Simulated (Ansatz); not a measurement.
# C₂H₅B₂Cl: up Jacob's ladder to CCSD(T)

How much do the methods differ for C₂H₅B₂Cl? The plan is to run it at one geometry with functionals of several rungs and with coupled cluster, and see how far each lands from CCSD(T) at the basis-set limit for the atomisation energy.

Program: Ansatz 0.2.0, Gaussian basis. Level of theory: functionals in def2-TZVPP, the program's frozen cores in correlated methods. These are calculated values, not measurements.

The runs, in order: LDA (SPW92), PBE-D4, revPBE-D4, BLYP-D4, r2SCAN-D4, B97M-V, PBE0-D4, B3LYP-D4, r2SCANh-D4, r2SCAN0-D4, HSE06-D4, BHLYP-D4, CAM-B3LYP-D4, LC-ωPBE, ωB97X-V, ωB97M-V, B2PLYP, PBE-QIDH; CCSD(T)/def2-SVP; CCSD(T)/def2-TZVPP; MP2/def2-QZVPP; extrapolation to the limit; RPA on PBE.

## Step 1: The relaxed structure

All runs share one geometry, relaxed beforehand with PBE0-D4 in a triple-zeta def2 set.

10 atoms, charge 0, spin multiplicity 1.

Atoms are counted from 1 here; the program's logs count them from 0.

Bond lengths: C1–B2 1.554 Å, C1–H6 1.098 Å, C1–H7 1.092 Å, C1–H8 1.093 Å, B2–B3 1.601 Å, B2–C4 1.490 Å, B3–C4 1.704 Å, B3–Cl5 1.963 Å, B3–H9 1.187 Å, C4–Cl5 1.821 Å, C4–H10 1.084 Å. Angles: B2–C1–H6 107.3°, B2–C1–H7 112.8°, B2–C1–H8 113.9°, H6–C1–H7 106.2°, H6–C1–H8 106.7°, H7–C1–H8 109.5°, C1–B2–B3 146.0°, C1–B2–C4 133.2°, B3–B2–C4 66.8°, B2–B3–C4 53.5°, B2–B3–Cl5 98.1°, B2–B3–H9 149.3°, C4–B3–Cl5 59.1°, C4–B3–H9 133.9°, Cl5–B3–H9 110.3°, B2–C4–B3 59.7°, B2–C4–Cl5 108.9°, B2–C4–H10 142.4° and more.

## Step 2: LDA

This LDA is Slater exchange with PW92 correlation.

File in.yaml:

```yaml
crystal:
  periodic: [false, false, false]
  atoms:
    - {symbol: C, position_ang: [-0.866482, -1.147936, -0.798413]}
    - {symbol: B, position_ang: [-0.316287, 0.093288, -0.042575]}
    - {symbol: B, position_ang: [0.181543, 0.679668, 1.361189]}
    - {symbol: C, position_ang: [0.948885, 0.873496, -0.147553]}
    - {symbol: Cl, position_ang: [0.742118, 2.453141, 0.735117]}
    - {symbol: H, position_ang: [-1.768619, -0.828940, -1.336525]}
    - {symbol: H, position_ang: [-1.180650, -1.947895, -0.125034]}
    - {symbol: H, position_ang: [-0.180220, -1.550841, -1.547251]}
    - {symbol: H, position_ang: [0.572588, 0.489351, 2.465326]}
    - {symbol: H, position_ang: [1.950225, 0.835469, -0.561381]}
basis:
  gaussian: {orbitals: def2-TZVPP}
hamiltonian: {xc: lda}
output: {orbitals: {seedname: orbitals}}
```

Started as:

```
> ansatz run in.yaml --threads 2 --pin off --events-out ev --progress --plain --max-ram 4352MiB
```

The runs that follow: PBE-D4 (GGA); revPBE-D4 (GGA); BLYP-D4 (GGA); r2SCAN-D4 (meta-GGA); B97M-V (meta-GGA); PBE0-D4 (hybrid); B3LYP-D4 (hybrid); r2SCANh-D4 (hybrid); r2SCAN0-D4 (hybrid); HSE06-D4 (hybrid); BHLYP-D4 (hybrid); CAM-B3LYP-D4 (range-separated); LC-ωPBE (range-separated); ωB97X-V (range-separated); ωB97M-V (range-separated); B2PLYP (double hybrid); PBE-QIDH (double hybrid); CCSD(T) in def2-SVP; CCSD(T) in def2-TZVPP; MP2 in def2-QZVPP; RPA on PBE orbitals.

Before running them: what should the planned runs give, taken together? Wanted: atomisation energy, CCSD(T)/CBS; farthest beyond LDA; mean size of error, GGA; mean size of error, meta-GGA; mean size of error, hybrid; mean size of error, range-separated; mean size of error, double hybrid; gap, smallest and largest; T1 diagnostic.

**Answer**, as computed:

| quantity | value |
| --- | --- |
| atomisation energy, CCSD(T)/CBS | 38.089 eV |
| functionals within 0.190 eV (0.5 %) | BLYP-D4, B2PLYP |
| farthest beyond LDA | PBE-D4 (+1.565 eV) |
| mean size of error, GGA | 0.737 eV |
| mean size of error, meta-GGA | 0.774 eV |
| mean size of error, hybrid | 0.633 eV |
| mean size of error, range-separated | 0.388 eV |
| mean size of error, double hybrid | 0.318 eV |
| gap, smallest and largest | 3.43 eV (LDA (SPW92)), 10.71 eV (LC-ωPBE) |
| T1 diagnostic | 0.0137 |
| triples share of the correlation energy | 4.6 % |

The LDA atomisation energy is off by 6.288 eV (17 %): it overbinds. PBE-D4 is off by +1.565 eV. Double hybrids carry the basis error of their MP2 part in triple zeta, and no dispersion term here, so their miss is partly the set-up's. By mean error the best rung here is double hybrid (0.318 eV) and the worst beyond LDA is meta-GGA (0.774 eV). The gap between the best rungs is small, so their order is not settled. Misses under about 0.190 eV are within the doubt on the reference itself, which lacks core-valence correlation, relativity and higher excitations. Hartree-Fock recovers 75 % of the binding; the rest is correlation. CCSD(T) in def2-SVP is off by -1.645 eV, so the small basis spoils what the method gains. The gap grows from 3.4 to 10.7 eV across the functionals, mostly with the share of exact exchange.
